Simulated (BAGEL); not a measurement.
# CuH2S2 (Cu(SH)2) at ROHF/6-31G(d) (density fitting with qzvpp-jkfit, spherical functions)

Aim: the energy change on altering one bond length of CuH2S2 (Cu(SH)2) at ROHF/6-31G* (density fitting with qzvpp-jkfit, spherical functions), from 2 runs. 

Program for the calculation: BAGEL 1.2.2.

6 further runs of the same task are left out: 5 that didn't finish, 1 set aside as unsound or not needed.

## Step 1: The system as given

CuH2S2: 5 atoms, total charge 0, spin state doublet. SMILES: `[SH][Cu][SH]`. Geometry: a GFN2-xTB relaxation, a rough one for these elements and not checked as a minimum. This is one conformer, not always the lowest.

Bond lengths: Cu1–S2 2.155 Å, Cu1–S4 2.157 Å, S2–H3 1.324 Å, S4–H5 1.326 Å. Angles: S2–Cu1–S4 179.9°, Cu1–S2–H3 97.9°, Cu1–S4–H5 98.0°.

## Step 2: A single-point energy at ROHF/6-31G(d) (density fitting with qzvpp-jkfit, spherical functions)

input.json reads:

```json
{ "bagel" : [

{
  "title" : "molecule",
  "basis" : "6-31gs.json",
  "df_basis" : "qzvpp-jkfit",
  "angstrom" : "true",
  "geometry" : [
    { "atom" : "Cu", "xyz" : [       0.002730,      -0.001310,       0.000490 ] },
    { "atom" : "S", "xyz" : [      -0.039620,       0.032140,       2.155150 ] },
    { "atom" : "H", "xyz" : [       1.176740,       0.516730,       2.354720 ] },
    { "atom" : "S", "xyz" : [       0.039990,      -0.034020,      -2.155650 ] },
    { "atom" : "H", "xyz" : [      -1.179840,      -0.513540,      -2.354710 ] }
  ]
},

{ "title" : "rohf", "nopen" : 1 },

{ "title" : "print", "file" : "orbitals.molden", "orbitals" : "true" }

]}
```

The basis set 6-31G* is read from a file made from the Basis Set Exchange's data (not shown).

Started as:

```console
$ BAGEL_NUM_THREADS=1 BAGEL input.json > input.out
```

The log of the run:

```text
* using 1 threads per process

  ===============================================================
  ===============================================================

  *** Geometry ***

  { "atom" : "Cu", "xyz" : [      0.005159,     -0.002476,      0.000926 ] },
  { "atom" : "S", "xyz" : [     -0.074871,      0.060736,      4.072643 ] },
  { "atom" : "H", "xyz" : [      2.223716,      0.976478,      4.449776 ] },
  { "atom" : "S", "xyz" : [      0.075570,     -0.064288,     -4.073588 ] },
  { "atom" : "H", "xyz" : [     -2.229574,     -0.970450,     -4.449757 ] },

  Number of auxiliary basis functions:      556

  Since a DF basis is specified, we compute 2- and 3-index integrals:
    o Being stored without compression. Storage requirement is 0.024 GB

  Number of basis functions:       74
  Number of electrons      :       63

    * METHOD: MOLECULE                             0.28

  *** Open-shell HF ***

  === Nuclear Repulsion ===
   287.1189648443

      * DIIS with orbital gradients will be used.

  === ROHF iteration (6-31gs.json) ===
      0      -2434.36185028          0.06455022           0.15
      1      -2432.94310947          0.13598397           0.15
      2      -2432.52306588          0.14487146           0.15
      3      -2434.81829307          0.00720065           0.15
      4      -2434.85099273          0.00653632           0.15
      5      -2434.88074952          0.00672918           0.15
      6      -2434.90264502          0.00104355           0.15
      7      -2434.90450627          0.00081403           0.15
      8      -2434.90471132          0.00010519           0.16
      9      -2434.90479268          0.00004336           0.15
     10      -2434.90479565          0.00001360           0.15
     11      -2434.90479635          0.00001019           0.15
     12      -2434.90479664          0.00000997           0.15
     13      -2434.90479687          0.00000964           0.15
     14      -2434.90479795          0.00000783           0.15
     15      -2434.90479903          0.00000432           0.15
     16      -2434.90479985          0.00000387           0.16
     17      -2434.90479991          0.00000258           0.16
     18      -2434.90479990          0.00000151           0.16
     19      -2434.90480002          0.00000032           0.15
     20      -2434.90480003          0.00000012           0.15
     21      -2434.90480002          0.00000005           0.16
     22      -2434.90480001          0.00000003           0.16
     23      -2434.90480001          0.00000003           0.15
     24      -2434.90480001          0.00000001           0.15
     25      -2434.90480001          0.00000001           0.15
     26      -2434.90480001          0.00000001           0.15
    * SCF iteration converged.

    * S^2 (ROHF) is 0.7500

    * Permanent dipole moment:
           (   -0.003321,    -0.001139,    -0.002919) a.u.

    * METHOD: ROHF                                 4.33

    * METHOD: PRINT                                0.01

  ===============================================================
```

Wall time 4.8 s (1 thread of Arm Neoverse V2, shared host); peak memory 0.12 GiB.

## Step 3: The distorted shape

job.json reads:

```json
{ "bagel": [

{
  "title": "molecule",
  "basis": "6-31gs.json",
  "df_basis": "qzvpp-jkfit",
  "angstrom": true,
  "geometry": [
    { "atom": "Cu", "xyz": [   -0.008448,    0.008503,    0.647309 ] },
    { "atom": "S", "xyz": [   -0.050798,    0.041953,    2.801969 ] },
    { "atom": "H", "xyz": [    1.165562,    0.526543,    3.001539 ] },
    { "atom": "S", "xyz": [    0.039990,   -0.034020,   -2.155650 ] },
    { "atom": "H", "xyz": [   -1.179840,   -0.513540,   -2.354710 ] }
  ]
},
{
  "title": "rohf",
  "nopen": 1
},
{
  "title": "print",
  "file": "orbitals.molden",
  "orbitals": true
}

]}
```

The basis set 6-31G* is read from a file made from the Basis Set Exchange's data (not shown).

Started as:

```console
$ BAGEL_NUM_THREADS=1 BAGEL job.json > job.out
```

The log of the run:

```text
* using 1 threads per process

  ===============================================================
  ===============================================================

  *** Geometry ***

  { "atom" : "Cu", "xyz" : [     -0.015964,      0.016068,      1.223237 ] },
  { "atom" : "S", "xyz" : [     -0.095994,      0.079280,      5.294954 ] },
  { "atom" : "H", "xyz" : [      2.202593,      0.995022,      5.672087 ] },
  { "atom" : "S", "xyz" : [      0.075570,     -0.064288,     -4.073588 ] },
  { "atom" : "H", "xyz" : [     -2.229574,     -0.970450,     -4.449757 ] },

  Number of auxiliary basis functions:      556

  Since a DF basis is specified, we compute 2- and 3-index integrals:
    o Being stored without compression. Storage requirement is 0.024 GB

  Number of basis functions:       74
  Number of electrons      :       63

    * METHOD: MOLECULE                             0.28

  *** Open-shell HF ***

  === Nuclear Repulsion ===
   255.2982606619

      * DIIS with orbital gradients will be used.

  === ROHF iteration (6-31gs.json) ===
      0      -2434.35879369          0.06492650           0.16
      1      -2431.98210958          0.16110510           0.15
      2      -2430.48670195          0.17338622           0.15
      3      -2434.72908341          0.02085677           0.15
      4      -2434.84430370          0.00883707           0.15
      5      -2434.86115481          0.00355530           0.15
      6      -2434.86535845          0.00051340           0.15
      7      -2434.86571393          0.00014685           0.15
      8      -2434.86574868          0.00008077           0.15
      9      -2434.86575500          0.00006450           0.15
     10      -2434.86576180          0.00006198           0.15
     11      -2434.86576660          0.00006093           0.15
     12      -2434.86577938          0.00005868           0.15
     13      -2434.86583535          0.00004582           0.15
     14      -2434.86588043          0.00004299           0.15
     15      -2434.86589498          0.00003593           0.15
[... 19 lines of this table left out ...]
     35      -2434.86591874          0.00000011           0.16
     36      -2434.86591874          0.00000008           0.16
     37      -2434.86591874          0.00000007           0.15
     38      -2434.86591874          0.00000006           0.15
     39      -2434.86591874          0.00000003           0.15
     40      -2434.86591874          0.00000003           0.15
     41      -2434.86591874          0.00000001           0.15
     42      -2434.86591874          0.00000001           0.15
    * SCF iteration converged.

    * S^2 (ROHF) is 0.7500

    * Permanent dipole moment:
           (   -0.028492,    -0.032257,    -0.969405) a.u.

    * METHOD: ROHF                                 6.83

    * METHOD: PRINT                                0.01

  ===============================================================
```

Run time: 7.5 s. Hardware: 1 thread of Arm Neoverse V2, shared host; peak memory 0.12 GiB.

## Step 4: What came out

At ROHF/6-31G* (density fitting with qzvpp-jkfit, spherical functions):

```
                                                          quantity           value
                                         first shape: total energy  -2434.90480 Eh
                                        first shape: dipole moment          0.01 D
                                                 first shape: ⟨S²⟩           0.750
                                     distorted shape: total energy  -2434.86592 Eh
                                    distorted shape: dipole moment          2.47 D
                                             distorted shape: ⟨S²⟩           0.750
energy change with the Cu1–S4 bond stretched from 2.157 to 2.804 Å        1.058 eV
```

**Reading.** With the Cu1–S4 bond stretched from 2.157 to 2.804 Å the energy rises by 1.06 eV (24 kcal/mol). The first shape isn't relaxed at this level, so the change isn't measured from a minimum.
